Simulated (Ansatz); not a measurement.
# AgRh (P-6m2) in Ansatz: notebook

Aim: see how the results for AgRh move with the level of theory and the settings. Levels: LDA, PBE, PBEsol, RPBE. Tasks: band structure.

Program: Ansatz 0.2.0. These are calculated values, not measurements. Logs are shortened: lines on timing, memory, paths and dates and some standing lists are left out, and cuts for length are marked.

## Step 1: The crystal as given

It takes space group P-6m2 (No. 187, hexagonal). Conventional cell: a = 2.778 Å, b = 2.778 Å, c = 4.809 Å, α = 90.00°, β = 90.00°, γ = 120.00°. Around Ag (site symmetry -6m2) lie 6 Ag at 2.78 Å and 6 Rh at 2.89 Å. Rh (site symmetry -6m2) is surrounded by 6 Rh at 2.78 Å and 6 Ag at 2.89 Å.

The cell comes from a database or a generator and needn't be the stable form of this composition.

## Step 2: Band structure, LDA

Input file input.yaml:

```yaml
crystal:
  lattice:
    - [2.7775881998, 0.0, 0.0]
    - [-1.3887940999, 2.4054619423, 0.0]
    - [0.0, 0.0, 4.808602]
  atoms:
    - { symbol: Ag, position: [0.0, 0.0, 0.5] }
    - { symbol: Rh, position: [0.6666666667, 0.3333333333, 0.0] }
hamiltonian:
  xc: lda
  pseudopotentials: { kind: paw }
kpoints:
  mp_grid: { grid: [6, 6, 3] }
  band_path:
    path:
      - [[0.0, 0.0, 0.0], [0.5, 0.0, 0.0], [0.3333333333, 0.3333333333, 0.0], [0.0, 0.0, 0.0], [0.0, 0.0, 0.5], [0.5, 0.0, 0.5], [0.3333333333, 0.3333333333, 0.5], [0.0, 0.0, 0.5]]
      - [[0.5, 0.0, 0.5], [0.5, 0.0, 0.0]]
      - [[0.3333333333, 0.3333333333, 0.0], [0.3333333333, 0.3333333333, 0.5]]
    npoints: 14
scf:
  occupations: { method: fermi_dirac, width: 0.05 }
  n_extra_bands: 6
output:
  forces: true
  stress: true
  eigenvalues: true
  fatbands: true
```

Potentials or basis: Ansatz PAW.

Launch:

```console
$ ansatz run input.yaml --threads 2 --pin off --max-ram 5632MiB --backend cpu --events-out ev --progress --plain --runs-dir out
```

The program printed:

```text
Warning: RAYON_NUM_THREADS=2 ignored (pool sized by the plan → 2); use --threads N
scf.n_extra_bands = 6 over 18 filled bands (N_el = 36.0): the run solves 24 bands
Engine: ansatz 0.2.0, aarch64-unknown-linux-gnu
Pseudopotentials: kind: paw
Pseudopotential: Ag, paw, valence charge 19, recommended cutoff 420 eV (normal), Ag.paw.azcp
Pseudopotential: Rh, paw, valence charge 17, recommended cutoff 420 eV (normal), Rh.paw.azcp
Functional definition: SPW92
  exchange = slater_x
  correlation = pw_c
Crystal: 2 atoms, lattice volume = 32.128 Å³
Basis set: ecut = 420 eV, 641 PW (Γ)
Bands: 24, of which v1, the nominal top of the filled ones, is band 18 counted from 1 (17 counted from 0)
Symmetry: 12 space group operations
Space group: P-6m2 (ITA 187), of the structure as read, at distance tolerance 3.2e-5 Å
k-points: 14 of 108 (time reversal used)
Non-local potential: Ag, projectors of the file, l = 0: 3, l = 1: 2, l = 2: 2, l = 3: 1
Non-local potential: Rh, projectors of the file, l = 0: 3, l = 1: 2, l = 2: 2, l = 3: 1
PAW form: soft (Blöchl's): semilocal exchange-correlation on the pseudo side does not see the compensation charge
PAW frozen core: Ag, regenerated for the run's functional, and the local potential with it (the file was generated under x = pbe(κ = 0.804, μ = 0.2195149727645171), c = pbe(β = 0.06672455060314922))
PAW frozen core: Rh, regenerated for the run's functional, and the local potential with it (the file was generated under x = pbe(κ = 0.804, μ = 0.2195149727645171), c = pbe(β = 0.06672455060314922))
PAW one-centre angular grid: Ag, 590 points (default); XC on 64 Gauss nodes
PAW one-centre angular grid: Rh, 590 points (default); XC on 64 Gauss nodes
Initial density: superposition of atomic densities (neutral atoms: chi_scale 0, normalization atom), corrected by the library's trained network
Initial wavefunctions: pseudopotential atomic-orbital guess
Functional: x = slater, c = lda
SCF iter   1: F=—  HF=-13736.116573 eV  |F-HF|=—  |Δ(HF+E_count)|=         —  Δρ=1.81e-2  dr2=1.09e-1  ethr=1.77e-3  ⟨swp⟩=5.4  Hψ=1336  notcnv=0  defer=2
preconditioner: auto → Kerker (q_TF=auto, 2.781 Å⁻¹)  [metal: Δε(μ)=0.097 eV  Ē_g=11.607 eV  σ=0.050 eV  W_gap=0.44  n_scr=10 (ndim 8)  ℏωp=29.3 eV  f_vac=0.000  D(μ)=2.73/eV (n_scr^D=36)]
SCF iter   2: F=—  HF=-13736.101317 eV  |F-HF|=—  |Δ(HF+E_count)|=   1.53e-2  Δρ=8.52e-3  dr2=3.41e-2  ethr=3.02e-4  ⟨swp⟩=2.0  Hψ=494  notcnv=0  defer=11
SCF iter   3: F=—  HF=-13736.094668 eV  |F-HF|=—  |Δ(HF+E_count)|=   6.65e-3  Δρ=2.24e-3  dr2=3.34e-3  ethr=9.49e-5  ⟨swp⟩=2.0  Hψ=370  notcnv=0  defer=13
SCF iter   4: F=—  HF=-13736.093949 eV  |F-HF|=—  |Δ(HF+E_count)|=   7.19e-4  Δρ=1.23e-3  dr2=5.22e-4  ethr=9.28e-6  ⟨swp⟩=1.1  Hψ=323  notcnv=0  defer=13
SCF iter   5: F=—  HF=-13736.093859 eV  |F-HF|=—  |Δ(HF+E_count)|=   8.99e-5  Δρ=4.22e-4  dr2=5.51e-5  ethr=1.45e-6  ⟨swp⟩=1.1  Hψ=323  notcnv=0  defer=13
SCF iter   6: F=—  HF=-13736.093844 eV  |F-HF|=—  |Δ(HF+E_count)|=   1.49e-5  Δρ=1.81e-4  dr2=2.89e-6  ethr=1.53e-7  ⟨swp⟩=2.4  Hψ=438  notcnv=0  defer=13
SCF iter   7: F=—  HF=-13736.093844 eV  |F-HF|=—  |Δ(HF+E_count)|=   4.87e-7  Δρ=3.42e-5  dr2=1.58e-7  ethr=8.03e-9  ⟨swp⟩=2.0  Hψ=487  notcnv=0  defer=13
SCF iter   8: F=-13736.093844 eV  HF=-13736.093844 eV  |F-HF|=1.19e-8  |Δ(HF+E_count)|=   2.51e-8  Δρ=1.76e-5  dr2=2.80e-8  ethr=2.78e-10  ⟨swp⟩=6.8  Hψ=1160  notcnv=0
SCF 1 converged in 8 iterations: F = -13736.093844 eV  dr2 = 2.80e-8
NSCF: frozen V_eff on 129 k-points
SCF converged after 8 iterations
Free energy (F): -13736.093844 eV
Harris-Foulkes:  -13736.093844 eV  (|F-HF|=1.19e-8)
Internal energy: -13736.062904 eV  (E = F + TS)
E sigma→0 (E₀):  -13736.078374 eV
Entropy (-TS):   -0.030940 eV (-15.470 meV/atom)
Fermi energy:    17.676851 eV
--- Per-component energies (eV) ---
  E_band       = -365.520919
  E_kinetic    = 1098.278936
  E_local      = -3893.483106  (includes V_loc(G=0)·N_el)
  E_nonlocal   = 448.350664
  E_hartree    = 1589.902786
  E_xc         = -402.760565
  E_vxc        = -510.749651  (∫ρ·V_xc dr)
  E_paw        = -7234.464826  (= ΣΔE_a)
  E_vpaw       = -687.718824  (= ΣTr[D̂ρ^β])
  E_aug_tail   = 0.001058  (compensation charges beyond the density's cutoff)
  E_ewald      = -5343.235140
  E_core_change = 1.347290  (= ΣΔE_core)
  E_smearing   = -0.030940  (= −TS)
  E_closure    = -0.000000  (closes the sum)
  Σ components = -13736.093844   (vs F -13736.093844, Δ=0.00e0)
--- Forces (eV/Å), atoms counted from 1 ---
  atom   1  Ag     0.00000000    -0.00000000    -0.00000000
  atom   2  Rh    -0.00000000     0.00000000     0.00000000
  max |Σ_I F_I| component: 4.63e-17 eV/Å
--- Stress (GPa, compression-positive) ---
      -15.851097       0.000000      -0.000000
        0.000000     -15.851097      -0.000000
       -0.000000      -0.000000     -14.139874
  P = ⅓ Tr σ = -15.2807 GPa (-152.807 kbar)
--- Band table (eV; the first three rows and the last of 14) ---
  k-point 0: bands = ["-73.5422", "-60.1419", "-37.0737", "-36.9910", "-36.9910", "-27.9951", "-27.9951", "-27.8134", "10.4512", "11.9831", "13.5558", "13.5558", "14.4393", "14.7317", "14.7317", "15.7413", "15.7413", "17.7907", "17.7907", "17.8423", "22.9627", "34.1789", "34.7585", "36.2894"]
  k-point 1: bands = ["-73.5422", "-60.1419", "-37.0728", "-36.9910", "-36.9910", "-27.9952", "-27.9952", "-27.8157", "11.1307", "12.1636", "13.5278", "13.5278", "14.0387", "14.6452", "14.6452", "15.6899", "15.9122", "15.9122", "17.7627", "17.7627", "26.7659", "32.1806", "34.4736", "35.3222"]
  k-point 2: bands = ["-73.5371", "-60.1295", "-37.0673", "-37.0411", "-37.0035", "-28.0973", "-28.0198", "-27.8001", "11.2780", "12.4290", "13.3218", "14.0019", "14.0158", "14.5773", "14.8125", "15.5428", "16.1951", "16.3471", "17.7393", "20.5509", "23.0390", "32.4868", "35.4167", "35.6496"]
  k-point 13: bands = ["-73.5192", "-60.0858", "-37.1315", "-37.1308", "-37.0452", "-28.2779", "-28.2773", "-27.7527", "12.9789", "13.0808", "13.4412", "13.4424", "13.5028", "15.3924", "15.6845", "16.0943", "16.5008", "17.5886", "23.2177", "23.8433", "24.1560", "26.5147", "26.7617", "26.9695"]
```

bands.tsv:

```text
# k_distance	band_0	band_1	band_2	band_3	band_4	band_5	band_6	band_7	band_8	band_9	band_10	band_11	band_12	band_13	band_14	band_15	band_16	band_17	band_18	band_19	band_20	band_21	band_22	band_23
[... 148 lines left out ...]
9.049568	-91.196097	-77.762649	-54.808431	-54.807674	-54.722095	-45.954578	-45.954166	-45.429353	-4.747543	-4.454203	-4.273489	-4.269006	-4.160154	-2.292747	-1.973128	-1.820789	-1.126636	0.046262	5.519044	6.799525	7.184849	7.876809	8.483696	8.654883
9.096234	-91.196097	-77.762649	-54.808434	-54.807673	-54.722099	-45.954568	-45.954169	-45.429343	-4.750065	-4.444226	-4.275465	-4.273012	-4.159485	-2.293109	-1.969007	-1.836614	-1.124142	0.053477	5.517763	6.864688	7.245015	7.795841	8.418818	8.633748
```

fatbands.tsv:

```text
# ik	k_distance	band	e_minus_ef	ag0_l0_4S	ag0_l0_5S	ag0_l1_4P	ag0_l2_4D	rh1_l0_4S	rh1_l0_5S	rh1_l1_4P	rh1_l2_4D
# fermi_ev = 17.676851
# lock_threshold_ev = 1e-12
# [0, 0, 0] at k_distance = 0.000000
# [0.5, 0, 0] at k_distance = 1.306025
# [0.3333333333, 0.3333333333, 0] at k_distance = 2.060058
# [0, 0, 0] at k_distance = 3.568126
# [0, 0, 0.5] at k_distance = 4.221453
# [0.5, 0, 0.5] at k_distance = 5.527478
# [0.3333333333, 0.3333333333, 0.5] at k_distance = 6.281512
# [0, 0, 0.5] at k_distance = 7.789579
# [0.5, 0, 0.5] at k_distance = 7.789579
# [0.5, 0, 0] at k_distance = 8.442907
# [0.3333333333, 0.3333333333, 0] at k_distance = 8.442907
# [0.3333333333, 0.3333333333, 0.5] at k_distance = 9.096234
# jumps = 99 114
# n_points = 129
0	0.000000	0	-91.219047	0.976994	0.005722	0.000000	0.000935	0.000034	0.014832	0.000000	0.001470
0	0.000000	1	-77.818770	0.000063	0.008371	0.000000	0.000452	0.984374	0.005237	0.000000	0.001487
0	0.000000	2	-54.750548	0.000000	0.000000	0.999783	0.000000	0.000000	0.000000	0.000208	0.000000
0	0.000000	3	-54.667856	0.000000	0.000000	0.999935	0.000000	0.000000	0.000000	0.000003	0.000052
0	0.000000	4	-54.667856	0.000000	0.000000	0.999935	0.000000	0.000000	0.000000	0.000003	0.000052
0	0.000000	5	-45.671970	0.000000	0.000000	0.000003	0.000041	0.000000	0.000000	0.999930	0.000000
[... 2053 lines left out ...]
85	6.389231	19	6.276478	0.000000	0.000000	0.000003	0.003200	0.001713	0.154199	0.000088	0.060079
85	6.389231	20	7.601941	0.001704	0.127791	0.000040	0.010811	0.000000	0.000000	0.000009	0.015742
85	6.389231	21	8.084946	0.008469	0.646033	0.000121	0.002859	0.0000
```

Wall time 4.2 s (2 threads of Arm Neoverse V2, shared host); peak memory 0.28 GiB.

What came out:

```
Free energy            : -13736.0938 eV
Pressure               : -15.3 GPa
Band gap on the k mesh : none (metal or under the smearing width)
```

Levels at the corners of the path, in eV from the Fermi level:
```tsv
point	band 16	band 17	band 18	band 19	band 20	band 21
Γ	-1.94	-1.94	0.11	0.11	0.17	5.29
M	-1.58	-0.10	0.98	1.85	3.96	8.29
K	-1.37	-0.92	-0.49	5.23	5.32	5.59
Γ	-1.94	-1.94	0.11	0.11	0.17	5.29
A	-2.46	-1.71	-1.71	0.07	0.07	11.51
L	-0.61	-0.15	0.98	1.73	2.40	6.44
H	-1.84	-1.12	0.05	5.52	6.86	7.25
A	-2.46	-1.71	-1.71	0.07	0.07	11.51
L	-0.61	-0.15	0.98	1.73	2.40	6.44
M	-1.58	-0.10	0.98	1.85	3.96	8.29
K	-1.37	-0.92	-0.49	5.23	5.32	5.59
H	-1.84	-1.12	0.05	5.52	6.86	7.25
```

Caveat: the k mesh is coarse (spacing up to 0.44 Å⁻¹), so the values aren't converged; the PAW data sets come from PBE, with cores solved anew for the run's functional, which leaves a small shift of forces and pressure.

## Step 3: Band structure, PBE

input.yaml, as its differences from that of step 2:

```diff
@@ -9,3 +9,3 @@
 hamiltonian:
-  xc: lda
+  xc: pbe
   pseudopotentials: { kind: paw }
@@ -26,2 +26,2 @@
   eigenvalues: true
-  fatbands: true
+  fatbands: false
```

Potentials or basis: Ansatz PAW.

Launch:

```console
$ ansatz run input.yaml --threads 2 --pin off --max-ram 5632MiB --backend cpu --events-out ev --progress --plain --runs-dir out
```

It took 2.8 s on 2 threads of Arm Neoverse V2, shared host; peak memory 0.3 GiB.

It converged, with:

```yaml
Free_energy: -13992.9102 eV
Pressure: -2.0 GPa
Band_gap_on_the_k_mesh: none (metal or under the smearing width)
```

Stress tensor (GPa, compression positive):
```
-2.17  0.00  0.00
 0.00 -2.17  0.00
 0.00  0.00 -1.69
```

Levels at the corners of the path, in eV from the Fermi level:
| point | band 15 | band 16 | band 17 | band 18 | band 19 | band 20 | band 21 | band 22 |
| --- | --- | --- | --- | --- | --- | --- | --- | --- |
| Γ | -2.97 | -1.91 | -1.91 | 0.11 | 0.11 | 0.22 | 5.37 | 16.49 |
| M | -2.07 | -1.55 | -0.11 | 0.98 | 1.88 | 4.02 | 8.42 | 8.71 |
| K | -1.95 | -1.37 | -0.93 | -0.49 | 5.26 | 5.43 | 5.67 | 11.38 |
| Γ | -2.97 | -1.91 | -1.91 | 0.11 | 0.11 | 0.22 | 5.37 | 16.49 |
| A | -3.08 | -2.42 | -1.70 | -1.70 | 0.07 | 0.07 | 11.56 | 12.53 |
| L | -1.68 | -0.60 | -0.14 | 0.98 | 1.80 | 2.45 | 6.55 | 7.88 |
| H | -1.97 | -1.82 | -1.13 | 0.05 | 5.58 | 6.92 | 7.28 | 7.95 |
| A | -3.08 | -2.42 | -1.70 | -1.70 | 0.07 | 0.07 | 11.56 | 12.53 |
| L | -1.68 | -0.60 | -0.14 | 0.98 | 1.80 | 2.45 | 6.55 | 7.88 |
| M | -2.07 | -1.55 | -0.11 | 0.98 | 1.88 | 4.02 | 8.42 | 8.71 |
| K | -1.95 | -1.37 | -0.93 | -0.49 | 5.26 | 5.43 | 5.67 | 11.38 |
| H | -1.97 | -1.82 | -1.13 | 0.05 | 5.58 | 6.92 | 7.28 | 7.95 |

Caveat: the k mesh is coarse (spacing up to 0.44 Å⁻¹), so the values aren't converged.

## Step 4: Band structure, PBEsol

input.yaml, as its differences from that of step 3:

```diff
@@ -9,3 +9,3 @@
 hamiltonian:
-  xc: pbe
+  xc: pbesol
   pseudopotentials: { kind: paw }
```

Launch:

```console
$ ansatz run input.yaml --threads 2 --pin off --max-ram 5632MiB --backend cpu --events-out ev --progress --plain --runs-dir out
```

It took 2.8 s on 2 threads of Arm Neoverse V2, shared host; peak memory 0.29 GiB.

The run converged. Its results:

```
Free energy            : -13860.3697 eV
Pressure               : -10.3 GPa
Band gap on the k mesh : none (metal or under the smearing width)
```

Stress tensor (GPa, compression positive):
```
-10.65   0.00   0.00
  0.00 -10.65   0.00
  0.00   0.00  -9.54
```

Levels at the corners of the path, in eV from the Fermi level:
```
point  band 16  band 17  band 18  band 19  band 20  band 21
    Γ    -1.93    -1.93     0.11     0.11     0.14     5.33
    M    -1.58    -0.10     0.98     1.84     3.98     8.34
    K    -1.37    -0.92    -0.49     5.21     5.38     5.62
    Γ    -1.93    -1.93     0.11     0.11     0.14     5.33
    A    -2.45    -1.70    -1.70     0.07     0.07    11.51
    L    -0.61    -0.15     0.98     1.73     2.39     6.50
    H    -1.84    -1.12     0.05     5.52     6.87     7.24
    A    -2.45    -1.70    -1.70     0.07     0.07    11.51
    L    -0.61    -0.15     0.98     1.73     2.39     6.50
    M    -1.58    -0.10     0.98     1.84     3.98     8.34
    K    -1.37    -0.92    -0.49     5.21     5.38     5.62
    H    -1.84    -1.12     0.05     5.52     6.87     7.24
```

Caveat: the k mesh is coarse (spacing up to 0.44 Å⁻¹), so the values aren't converged; the PAW data sets come from PBE, with cores solved anew for the run's functional, which leaves a small shift of forces and pressure.

## Step 5: Band structure, RPBE

input.yaml, as its differences from that of step 4:

```diff
@@ -9,3 +9,3 @@
 hamiltonian:
-  xc: pbesol
+  xc: rpbe
   pseudopotentials: { kind: paw }
```

Launch:

```console
$ ansatz run input.yaml --threads 2 --pin off --max-ram 5632MiB --backend cpu --events-out ev --progress --plain --runs-dir out
```

Run time: 2.8 s. Hardware: 2 threads of Arm Neoverse V2, shared host; peak memory 0.29 GiB.

The run converged. Its results:

```yaml
Free_energy: -14008.3828 eV
Pressure: 2.2 GPa
Band_gap_on_the_k_mesh: none (metal or under the smearing width)
```

Stress tensor (GPa, compression positive):
```
2.15 0.00 0.00
0.00 2.15 0.00
0.00 0.00 2.32
```

Levels at the corners of the path, in eV from the Fermi level:
| point | band 16 | band 17 | band 18 | band 19 | band 20 | band 21 |
| --- | --- | --- | --- | --- | --- | --- |
| Γ | -1.91 | -1.91 | 0.11 | 0.11 | 0.25 | 5.41 |
| M | -1.53 | -0.11 | 0.97 | 1.89 | 4.05 | 8.47 |
| K | -1.37 | -0.93 | -0.49 | 5.27 | 5.48 | 5.71 |
| Γ | -1.91 | -1.91 | 0.11 | 0.11 | 0.25 | 5.41 |
| A | -2.41 | -1.69 | -1.69 | 0.07 | 0.07 | 11.59 |
| L | -0.60 | -0.14 | 0.98 | 1.83 | 2.47 | 6.59 |
| H | -1.82 | -1.14 | 0.04 | 5.60 | 6.95 | 7.30 |
| A | -2.41 | -1.69 | -1.69 | 0.07 | 0.07 | 11.59 |
| L | -0.60 | -0.14 | 0.98 | 1.83 | 2.47 | 6.59 |
| M | -1.53 | -0.11 | 0.97 | 1.89 | 4.05 | 8.47 |
| K | -1.37 | -0.93 | -0.49 | 5.27 | 5.48 | 5.71 |
| H | -1.82 | -1.14 | 0.04 | 5.60 | 6.95 | 7.30 |

Caveat: the k mesh is coarse (spacing up to 0.44 Å⁻¹), so the values aren't converged; the PAW data sets come from PBE, with cores solved anew for the run's functional, which leaves a small shift of forces and pressure.

## Step 6: The runs side by side

```tsv
level	gap on the mesh (eV)	pressure (GPa)
LDA	none	-15.3
PBE	none	-2.0
PBEsol	none	-10.3
RPBE	none	2.2
```

Alike in all rows: task band structure; potentials or basis Ansatz PAW; no spin polarisation; cell as given; k mesh 6 × 6 × 3; cutoff (eV) 420; smearing fermi-dirac 0.05 eV; the mesh is coarse, so values aren't converged.

Caveats: all runs use coarse meshes; the PAW data sets come from PBE, with cores solved anew for the run's functional, which leaves a small shift of forces and pressure (some runs).

Total energies depend on the potentials used, so only differences within one code and one set of settings carry meaning.
